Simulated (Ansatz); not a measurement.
**BW2: a line through an energy map**

One line of a two-coordinate grid on BW₂ (I4/mcm, No. 140; 6 atoms in the cell): c/a of the conventional cell is varied, at volume per atom = 11.260 Å³.

Method: DFT PBEsol, scalar-relativistic, plane waves, PAW, in Ansatz 0.2.0.

71 further runs of the same task are left out: 71 set aside as unsound or not needed.

## 1. The structure to begin with

It takes space group I4/mcm (No. 140, tetragonal). The conventional cell has a = 5.536 Å, b = 5.536 Å, c = 4.751 Å, α = 90.00°, β = 90.00°, γ = 90.00°. Around B (site symmetry 422) lie 8 W at 2.37 Å and 2 B at 2.38 Å. W (site symmetry m2m) is surrounded by 4 B at 2.37 Å and 3 W at 2.66 to 2.69 Å.

Structure file:

```
CELL_PARAMETERS angstrom
-2.76808 2.76808 2.37531
2.76808 -2.76808 2.37531
2.76808 2.76808 -2.37531
ATOMIC_POSITIONS crystal
B 0.25000 0.25000 0.00000
B 0.75000 0.75000 0.00000
W 0.66993 0.16993 0.83985
W 0.16993 0.33007 0.50000
W 0.33007 0.83007 0.16015
W 0.83007 0.66993 0.50000
```

It is the result of an earlier relaxation at this level (volume 12.13 Å³/atom; gap on the mesh: none (metal)).

## 2. Plan of the line

The energy is mapped over volume and the cell's shape.

- volume per atom: 11 values from 10.677 to 13.590 Å³
- c/a of the conventional cell: 11 values from 0.792 to 0.930

Nothing else is relaxed (fractional coordinates fixed). Energies count from the relaxed crystal. Points are written as (first, second).

## 3. Grid point (11.260 Å³, 0.792)

input.yaml reads:

```yaml
crystal:
  lattice:
    - [-2.7731167625, 2.7731167625, 2.1963084759]
    - [2.7731167625, -2.7731167625, 2.1963084759]
    - [2.7731167625, 2.7731167625, -2.1963084759]
  atoms:
    - { symbol: B, position: [0.25, 0.25, 0.0] }
    - { symbol: B, position: [0.75, 0.75, 0.0] }
    - { symbol: W, position: [0.6699250788, 0.1699250788, 0.8398501576] }
    - { symbol: W, position: [0.1699250788, 0.3300749212, 0.5] }
    - { symbol: W, position: [0.3300749212, 0.8300749212, 0.1601498424] }
    - { symbol: W, position: [0.8300749212, 0.6699250788, 0.5] }
basis:
  ecutwfc: 520.0
kpoints:
  mp_grid: { grid: [12, 12, 12] }
hamiltonian:
  xc: pbesol
scf:
  occupations: { method: gaussian, width: 0.15 }
output:
  forces: true
  stress: true
  eigenvalues: true
```

Run with:

```
ansatz run input.yaml --threads 4 --pin off --max-ram 8192MiB --backend cpu --events-out ev --progress --plain --runs-dir out
```

Output, shortened:

```text
Warning: RAYON_NUM_THREADS=4 ignored (pool sized by the plan → 4); use --threads N
[...]
Pseudopotentials: kind: paw
Pseudopotential: B, paw, valence charge 3, recommended cutoff 420 eV (normal), B.paw.azcp
Pseudopotential: W, paw, valence charge 14, recommended cutoff 420 eV (normal), W.paw.azcp
Functional definition: PBEsol
[...]
Crystal: 6 atoms, lattice volume = 67.560 Å³
Basis set: ecut = 520 eV, 1825 PW (Γ), exchange–correlation on 72×72×72 points (8 copies of the dense FFT grid, shifted against one another)
Bands: 38, of which v1, the nominal top of the filled ones, is band 31 counted from 1 (30 counted from 0)
Symmetry: 16 space group operations
Space group: I4/mcm (ITA 140), of the structure as read, at distance tolerance 4.1e-5 Å
k-points: 163 of 1728
[...]
SCF iter   1: F=—  HF=-41332.602990 eV  |F-HF|=—  |Δ(HF+E_count)|=         —  Δρ=4.55e-3  dr2=1.02e-2  ethr=1.77e-3  ⟨swp⟩=5.3  Hψ=24607  notcnv=0
[...]
SCF iter   6: F=-41332.600723 eV  HF=-41332.600723 eV  |F-HF|=1.38e-10  |Δ(HF+E_count)|=   5.38e-9  Δρ=6.53e-7  dr2=2.46e-10  ethr=3.16e-11  ⟨swp⟩=6.7  Hψ=22455  notcnv=0
[...]
SCF converged after 6 iterations
Free energy (F): -41332.600723 eV
[...]
E sigma→0 (E₀):  -41332.581211 eV
Entropy (-TS):   -0.039023 eV (-6.504 meV/atom)
Fermi energy:    23.722677 eV
[...]
--- Forces (eV/Å), atoms counted from 1 ---
  atom   1  B     -0.00000000    -0.00000000     0.00000000
  atom   2  B      0.00000000     0.00000000     0.00000000
  atom   3  W     -0.48142037    -0.48142037     0.00000000
  atom   4  W      0.48142037    -0.48142037     0.00000000
  atom   5  W      0.48142037     0.48142037     0.00000000
  atom   6  W     -0.48142037     0.48142037     0.00000000
[...]
--- Stress (GPa, compression-positive) ---
       21.763127       0.000000       0.000000
        0.000000      21.763127      -0.000000
        0.000000       0.000000      53.264688
  P = ⅓ Tr σ = 32.2636 GPa (322.636 kbar)
--- Band table (eV; the first three rows and the last of 163) ---
[...]
```

It took 6 s on 4 threads of Arm Neoverse V2, shared host; peak memory 0.67 GiB.

Energy on the map's scale: 138 meV/atom.

## 4. Point (11.260 Å³, 0.805)

Edit input.yaml of step 3 so:

```diff
@@ -2,5 +2,5 @@
   lattice:
-    - [-2.7731167625, 2.7731167625, 2.1963084759]
-    - [2.7731167625, -2.7731167625, 2.1963084759]
-    - [2.7731167625, 2.7731167625, -2.1963084759]
+    - [-2.7583363792, 2.7583363792, 2.2199091179]
+    - [2.7583363792, -2.7583363792, 2.2199091179]
+    - [2.7583363792, 2.7583363792, -2.2199091179]
   atoms:
```

Run with:

```
ansatz run input.yaml --threads 4 --pin off --max-ram 8192MiB --backend cpu --events-out ev --progress --plain --runs-dir out
```

Output, shortened:

```text
[...]
SCF converged after 6 iterations
Free energy (F): -41332.729775 eV
[...]
E sigma→0 (E₀):  -41332.710809 eV
Entropy (-TS):   -0.037931 eV (-6.322 meV/atom)
Fermi energy:    23.724574 eV
[...]
--- Forces (eV/Å), atoms counted from 1 ---
  atom   1  B      0.00000000     0.00000000     0.00000000
  atom   2  B      0.00000000     0.00000000    -0.00000000
  atom   3  W     -0.38743110    -0.38743110     0.00000000
  atom   4  W      0.38743110    -0.38743110     0.00000000
  atom   5  W      0.38743110     0.38743110     0.00000000
  atom   6  W     -0.38743110     0.38743110    -0.00000000
[...]
--- Stress (GPa, compression-positive) ---
       23.088627       0.000000      -0.000000
        0.000000      23.088627       0.000000
       -0.000000      -0.000000      48.787275
  P = ⅓ Tr σ = 31.6548 GPa (316.548 kbar)
--- Band table (eV; the first three rows and the last of 163) ---
[...]
```

It took 5.7 s on 4 threads of Arm Neoverse V2, shared host; peak memory 0.67 GiB.

Energy on the map's scale: 117 meV/atom.

## 5. Changed: preconditioner local_kerker

Edit input.yaml of step 4 so:

```diff
@@ -20,5 +20,6 @@
   occupations: { method: gaussian, width: 0.15 }
+  mixing: { preconditioner: local_kerker }
 output:
   forces: true
+  eigenvalues: true
   stress: true
-  eigenvalues: true
```

Run with:

```
ansatz run input.yaml --threads 4 --pin off --max-ram 8192MiB --backend cpu --events-out ev --progress --plain --runs-dir out
```

Output, shortened:

```text
Warning: RAYON_NUM_THREADS=4 ignored (pool sized by the plan → 4); use --threads N
[...]
[... 4 set-up lines as earlier in the session ...]
[...]
Crystal: 6 atoms, lattice volume = 67.560 Å³
Basis set: ecut = 520 eV, 1833 PW (Γ), exchange–correlation on 72×72×72 points (8 copies of the dense FFT grid, shifted against one another)
Bands: 38, of which v1, the nominal top of the filled ones, is band 31 counted from 1 (30 counted from 0)
[... 2 set-up lines as earlier in the session ...]
k-points: 163 of 1728
[...]
SCF iter   1: F=—  HF=-41332.732504 eV  |F-HF|=—  |Δ(HF+E_count)|=         —  Δρ=4.82e-3  dr2=1.19e-2  ethr=1.77e-3  ⟨swp⟩=5.4  Hψ=24604  notcnv=0
[...]
SCF iter   6: F=-41332.729775 eV  HF=-41332.729775 eV  |F-HF|=1.46e-11  |Δ(HF+E_count)|=   1.07e-9  Δρ=3.19e-7  dr2=5.43e-11  ethr=1.10e-11  ⟨swp⟩=6.4  Hψ=21569  notcnv=0
[...]
SCF converged after 6 iterations
Free energy (F): -41332.729775 eV
[...]
E sigma→0 (E₀):  -41332.710809 eV
Entropy (-TS):   -0.037931 eV (-6.322 meV/atom)
Fermi energy:    23.724574 eV
[...]
--- Forces (eV/Å), atoms counted from 1 ---
  atom   1  B     -0.00000000    -0.00000000     0.00000000
  atom   2  B     -0.00000000    -0.00000000    -0.00000000
  atom   3  W     -0.38743610    -0.38743610     0.00000000
  atom   4  W      0.38743610    -0.38743610     0.00000000
  atom   5  W      0.38743610     0.38743610     0.00000000
  atom   6  W     -0.38743610     0.38743610    -0.00000000
[...]
--- Stress (GPa, compression-positive) ---
       23.088651       0.000000      -0.000000
        0.000000      23.088651       0.000000
       -0.000000      -0.000000      48.787294
  P = ⅓ Tr σ = 31.6549 GPa (316.549 kbar)
--- Band table (eV; the first three rows and the last of 163) ---
[...]
```

Run time: 5.7 s. Hardware: 4 threads of Arm Neoverse V2, shared host; peak memory 0.67 GiB.

| run | ending | energy change | pressure (GPa) | gap (eV) | force (eV/Å) | cycles | time |
| --- | --- | --- | --- | --- | --- | --- | --- |
| step 4 | converged | 0 | 31.7 | 0.00 | 0.55 | 6 | 5.7 s |
| variant | converged | 0.0 meV/atom | 31.7 | 0.00 | 0.55 | 6 | 5.7 s |

Energy and cycle count are those of the reference, so the change (mixing) left the result and the number of cycles as they were.

## 6. Grid point (11.260 Å³, 0.818)

Edit input.yaml of step 4 so:

```diff
@@ -2,5 +2,5 @@
   lattice:
-    - [-2.7583363792, 2.7583363792, 2.2199091179]
-    - [2.7583363792, -2.7583363792, 2.2199091179]
-    - [2.7583363792, 2.7583363792, -2.2199091179]
+    - [-2.7436424547, 2.7436424547, 2.2437507995]
+    - [2.7436424547, -2.7436424547, 2.2437507995]
+    - [2.7436424547, 2.7436424547, -2.2437507995]
   atoms:
@@ -24 +24,5 @@
   eigenvalues: true
+  write_density: true
+  write_potential: true
+  elf: true
+  volumetric_format: npy
```

Run with:

```
ansatz run input.yaml --threads 4 --pin off --max-ram 8192MiB --backend cpu --events-out ev --progress --plain --runs-dir out
```

Output, shortened:

```text
Warning: RAYON_NUM_THREADS=4 ignored (pool sized by the plan → 4); use --threads N
[...]
[... 4 set-up lines as earlier in the session ...]
[...]
Crystal: 6 atoms, lattice volume = 67.560 Å³
Basis set: ecut = 520 eV, 1865 PW (Γ), exchange–correlation on 72×72×72 points (8 copies of the dense FFT grid, shifted against one another)
Bands: 38, of which v1, the nominal top of the filled ones, is band 31 counted from 1 (30 counted from 0)
[... 2 set-up lines as earlier in the session ...]
k-points: 163 of 1728
[...]
SCF iter   1: F=—  HF=-41332.834801 eV  |F-HF|=—  |Δ(HF+E_count)|=         —  Δρ=5.05e-3  dr2=1.31e-2  ethr=1.77e-3  ⟨swp⟩=5.4  Hψ=24590  notcnv=0
[...]
SCF iter   6: F=-41332.831704 eV  HF=-41332.831704 eV  |F-HF|=1.89e-10  |Δ(HF+E_count)|=   6.81e-9  Δρ=7.84e-7  dr2=3.64e-10  ethr=4.00e-11  ⟨swp⟩=10.7  Hψ=40047  notcnv=0
[...]
SCF converged after 6 iterations
Free energy (F): -41332.831704 eV
[...]
E sigma→0 (E₀):  -41332.813294 eV
Entropy (-TS):   -0.036818 eV (-6.136 meV/atom)
Fermi energy:    23.728237 eV
[...]
--- Forces (eV/Å), atoms counted from 1 ---
  atom   1  B      0.00000000     0.00000000     0.00000000
  atom   2  B      0.00000000     0.00000000    -0.00000000
  atom   3  W     -0.30442353    -0.30442353    -0.00000000
  atom   4  W      0.30442353    -0.30442353     0.00000000
  atom   5  W      0.30442353     0.30442353    -0.00000000
  atom   6  W     -0.30442353     0.30442353    -0.00000000
[...]
--- Stress (GPa, compression-positive) ---
       24.651666       0.000000      -0.000000
        0.000000      24.651666       0.000000
       -0.000000       0.000000      44.148107
  P = ⅓ Tr σ = 31.1505 GPa (311.505 kbar)
--- Band table (eV; the first three rows and the last of 163) ---
[...]
```

Run time: 8.3 s. Hardware: 4 threads of Arm Neoverse V2, shared host; peak memory 0.68 GiB.

The maps below are laid out on this run's own conventional cell (a, b, c = 5.487, 5.487, 4.488 Å).

Density in a lattice plane of the grid's cell (edges 5.49 and 5.49 Å, at 0.000 of the third edge), which holds W.

Ten even steps from ' ' (0.34 e/Å³) to '@' (5.16 e/Å³):
```
                          ..::==++++--..        
                          --**@@@@@@##--..      
                        ..==%%@@%%@@@@++..      
    ::--====::..        ..==%%@@%%@@@@++..      
  ::**@@@@@@**--          ::**@@@@@@**--        
..==%%@@%%@@@@++..          ::--====::..        
..==%%@@%%@@@@++..                              
  --**@@@@@@##--..                              
  ..::==++++--..                                
        ..                              ..      
                                  ..--++++==::..
                                ..--##@@@@@@**--
..                              ..++@@@@%%@@%%==
..        ..::====--::          ..++@@@@%%@@%%==
          --**@@@@@@**::          --**@@@@@@**::
        ..++@@@@%%@@%%==..        ..::====--::  
        ..++@@@@%%@@%%==..                      
        ..--##@@@@@@**--                        
          ..--++++==::..                        
                ..              ..              
```
Columns run along the first of these edges and rows up along the second, over one cell in 24 and 20 even steps from the bottom left corner. Atoms in the plane (fractional): W at (0.17, 0.67), W at (0.33, 0.17), W at (0.83, 0.33), W at (0.67, 0.83).

ELF in the same plane.

Values, 12 rows by 12 columns:
```
0.46 0.36 0.31 0.32 0.37 0.42 0.28 0.62 0.63 0.70 0.26 0.36
0.30 0.26 0.36 0.28 0.29 0.37 0.29 0.63 0.05 0.66 0.36 0.31
0.24 0.70 0.66 0.73 0.28 0.32 0.24 0.70 0.65 0.73 0.28 0.32
0.29 0.63 0.05 0.65 0.36 0.31 0.30 0.26 0.36 0.28 0.29 0.37
0.28 0.62 0.63 0.71 0.26 0.36 0.46 0.36 0.31 0.32 0.37 0.42
0.40 0.28 0.29 0.24 0.30 0.46 0.52 0.46 0.30 0.24 0.29 0.28
0.28 0.42 0.37 0.32 0.31 0.36 0.46 0.36 0.26 0.71 0.63 0.62
0.29 0.37 0.29 0.28 0.36 0.26 0.30 0.31 0.36 0.65 0.05 0.63
0.24 0.32 0.28 0.73 0.65 0.70 0.24 0.32 0.28 0.73 0.66 0.70
0.30 0.31 0.36 0.66 0.05 0.63 0.29 0.37 0.29 0.28 0.36 0.26
0.46 0.36 0.26 0.70 0.63 0.62 0.28 0.42 0.37 0.32 0.31 0.36
0.52 0.46 0.30 0.24 0.29 0.28 0.40 0.28 0.29 0.24 0.30 0.46
```
Columns run along the first of these edges and rows up along the second, over one cell in 12 and 12 even steps from the bottom left corner. Atoms in the plane (fractional): W at (0.17, 0.67), W at (0.33, 0.17), W at (0.83, 0.33), W at (0.67, 0.83).

Both are smooth fields of the valence electrons: close to the nuclei they are not physical.

The highest ELF values outside the cores: 0.72 beside B, off the lines to its neighbours, 0.8 Å from B; 0.49 between the atoms, 1.7 Å from W.

That is 100 meV/atom from the zero.

## 7. Point (11.260 Å³, 0.831)

Edit input.yaml of step 6 so:

```diff
@@ -2,5 +2,5 @@
   lattice:
-    - [-2.7436424547, 2.7436424547, 2.2437507995]
-    - [2.7436424547, -2.7436424547, 2.2437507995]
-    - [2.7436424547, 2.7436424547, -2.2437507995]
+    - [-2.7290377421, 2.7290377421, 2.2678303637]
+    - [2.7290377421, -2.7290377421, 2.2678303637]
+    - [2.7290377421, 2.7290377421, -2.2678303637]
   atoms:
@@ -24,5 +24 @@
   eigenvalues: true
-  write_density: true
-  write_potential: true
-  elf: true
-  volumetric_format: npy
```

Run with:

```
ansatz run input.yaml --threads 4 --pin off --max-ram 8192MiB --backend cpu --events-out ev --progress --plain --runs-dir out
```

Output, shortened:

```text
Warning: RAYON_NUM_THREADS=4 ignored (pool sized by the plan → 4); use --threads N
[...]
[... 4 set-up lines as earlier in the session ...]
[...]
Crystal: 6 atoms, lattice volume = 67.560 Å³
Basis set: ecut = 520 eV, 1849 PW (Γ), exchange–correlation on 72×72×72 points (8 copies of the dense FFT grid, shifted against one another)
Bands: 38, of which v1, the nominal top of the filled ones, is band 31 counted from 1 (30 counted from 0)
[... 2 set-up lines as earlier in the session ...]
k-points: 163 of 1728
[...]
SCF iter   1: F=—  HF=-41332.908341 eV  |F-HF|=—  |Δ(HF+E_count)|=         —  Δρ=5.28e-3  dr2=1.43e-2  ethr=1.77e-3  ⟨swp⟩=5.4  Hψ=24607  notcnv=0
[...]
SCF iter   6: F=-41332.904956 eV  HF=-41332.904956 eV  |F-HF|=2.18e-10  |Δ(HF+E_count)|=   7.36e-9  Δρ=8.41e-7  dr2=4.16e-10  ethr=4.40e-11  ⟨swp⟩=6.6  Hψ=23123  notcnv=0
[...]
SCF converged after 6 iterations
Free energy (F): -41332.904956 eV
[...]
E sigma→0 (E₀):  -41332.886949 eV
Entropy (-TS):   -0.036014 eV (-6.002 meV/atom)
Fermi energy:    23.731655 eV
[...]
--- Forces (eV/Å), atoms counted from 1 ---
  atom   1  B      0.00000000     0.00000000     0.00000000
  atom   2  B      0.00000000     0.00000000    -0.00000000
  atom   3  W     -0.23007821    -0.23007821    -0.00000000
  atom   4  W      0.23007821    -0.23007821     0.00000000
  atom   5  W      0.23007821     0.23007821     0.00000000
  atom   6  W     -0.23007821     0.23007821    -0.00000000
[...]
--- Stress (GPa, compression-positive) ---
       26.426578       0.000000      -0.000000
        0.000000      26.426578       0.000000
       -0.000000       0.000000      39.449442
  P = ⅓ Tr σ = 30.7675 GPa (307.675 kbar)
--- Band table (eV; the first three rows and the last of 163) ---
[...]
```

Run time: 5.9 s. Hardware: 4 threads of Arm Neoverse V2, shared host; peak memory 0.68 GiB.

Energy on the map's scale: 88 meV/atom.

## 8. The run at (11.260 Å³, 0.845)

Edit input.yaml of step 7 so:

```diff
@@ -2,5 +2,5 @@
   lattice:
-    - [-2.7290377421, 2.7290377421, 2.2678303637]
-    - [2.7290377421, -2.7290377421, 2.2678303637]
-    - [2.7290377421, 2.7290377421, -2.2678303637]
+    - [-2.7144176166, 2.7144176166, 2.2923256772]
+    - [2.7144176166, -2.7144176166, 2.2923256772]
+    - [2.7144176166, 2.7144176166, -2.2923256772]
   atoms:
```

Run with:

```
ansatz run input.yaml --threads 4 --pin off --max-ram 8192MiB --backend cpu --events-out ev --progress --plain --runs-dir out
```

Output, shortened:

```text
[...]
SCF converged after 6 iterations
Free energy (F): -41332.949139 eV
[...]
E sigma→0 (E₀):  -41332.931156 eV
Entropy (-TS):   -0.035966 eV (-5.994 meV/atom)
Fermi energy:    23.732763 eV
[...]
--- Forces (eV/Å), atoms counted from 1 ---
  atom   1  B     -0.00000000     0.00000000     0.00000000
  atom   2  B     -0.00000000     0.00000000    -0.00000000
  atom   3  W     -0.16042090    -0.16042090    -0.00000000
  atom   4  W      0.16042090    -0.16042090     0.00000000
  atom   5  W      0.16042090     0.16042090     0.00000000
  atom   6  W     -0.16042090     0.16042090    -0.00000000
[...]
--- Stress (GPa, compression-positive) ---
       28.332541       0.000000      -0.000000
        0.000000      28.332541       0.000000
       -0.000000      -0.000000      34.853067
  P = ⅓ Tr σ = 30.5060 GPa (305.060 kbar)
--- Band table (eV; the first three rows and the last of 163) ---
[...]
```

It took 5.9 s on 4 threads of Arm Neoverse V2, shared host; peak memory 0.68 GiB.

That is 80 meV/atom from the zero.

## 9. Grid point (11.260 Å³, 0.858)

Edit input.yaml of step 8 so:

```diff
@@ -2,5 +2,5 @@
   lattice:
-    - [-2.7144176166, 2.7144176166, 2.2923256772]
-    - [2.7144176166, -2.7144176166, 2.2923256772]
-    - [2.7144176166, 2.7144176166, -2.2923256772]
+    - [-2.6999939157, 2.6999939157, 2.3168828699]
+    - [2.6999939157, -2.6999939157, 2.3168828699]
+    - [2.6999939157, 2.6999939157, -2.3168828699]
   atoms:
```

Run with:

```
ansatz run input.yaml --threads 4 --pin off --max-ram 8192MiB --backend cpu --events-out ev --progress --plain --runs-dir out
```

Output, shortened:

```text
[...]
SCF converged after 6 iterations
Free energy (F): -41332.964655 eV
[...]
E sigma→0 (E₀):  -41332.946918 eV
Entropy (-TS):   -0.035475 eV (-5.913 meV/atom)
Fermi energy:    23.729976 eV
[...]
--- Forces (eV/Å), atoms counted from 1 ---
  atom   1  B     -0.00000000     0.00000000     0.00000000
  atom   2  B      0.00000000     0.00000000     0.00000000
  atom   3  W     -0.09115875    -0.09115875     0.00000000
  atom   4  W      0.09115875    -0.09115875    -0.00000000
  atom   5  W      0.09115875     0.09115875     0.00000000
  atom   6  W     -0.09115875     0.09115875     0.00000000
[...]
--- Stress (GPa, compression-positive) ---
       30.205484       0.000000       0.000000
        0.000000      30.205484      -0.000000
        0.000000       0.000000      30.658359
  P = ⅓ Tr σ = 30.3564 GPa (303.564 kbar)
--- Band table (eV; the first three rows and the last of 163) ---
[...]
```

Wall time 5.8 s (4 threads of Arm Neoverse V2, shared host); peak memory 0.68 GiB.

Energy on the map's scale: 78 meV/atom.

## 10. The run at (11.260 Å³, 0.872)

Edit input.yaml of step 9 so:

```diff
@@ -2,5 +2,5 @@
   lattice:
-    - [-2.6999939157, 2.6999939157, 2.3168828699]
-    - [2.6999939157, -2.6999939157, 2.3168828699]
-    - [2.6999939157, 2.6999939157, -2.3168828699]
+    - [-2.6855776969, 2.6855776969, 2.3418237517]
+    - [2.6855776969, -2.6855776969, 2.3418237517]
+    - [2.6855776969, 2.6855776969, -2.3418237517]
   atoms:
```

Run with:

```
ansatz run input.yaml --threads 4 --pin off --max-ram 8192MiB --backend cpu --events-out ev --progress --plain --runs-dir out
```

Output, shortened:

```text
[...]
SCF converged after 6 iterations
Free energy (F): -41332.953165 eV
[...]
E sigma→0 (E₀):  -41332.936397 eV
Entropy (-TS):   -0.033536 eV (-5.589 meV/atom)
Fermi energy:    23.727580 eV
[...]
--- Forces (eV/Å), atoms counted from 1 ---
  atom   1  B      0.00000000    -0.00000000     0.00000000
  atom   2  B     -0.00000000    -0.00000000    -0.00000000
  atom   3  W     -0.02393506    -0.02393506     0.00000000
  atom   4  W      0.02393506    -0.02393506     0.00000000
  atom   5  W      0.02393506     0.02393506     0.00000000
  atom   6  W     -0.02393506     0.02393506    -0.00000000
[...]
--- Stress (GPa, compression-positive) ---
       32.179300       0.000000      -0.000000
        0.000000      32.179300      -0.000000
       -0.000000       0.000000      26.607420
  P = ⅓ Tr σ = 30.3220 GPa (303.220 kbar)
--- Band table (eV; the first three rows and the last of 163) ---
[...]
```

It took 5.8 s on 4 threads of Arm Neoverse V2, shared host; peak memory 0.68 GiB.

That is 80 meV/atom from the zero.

(Part 1 of 2 ends here.)
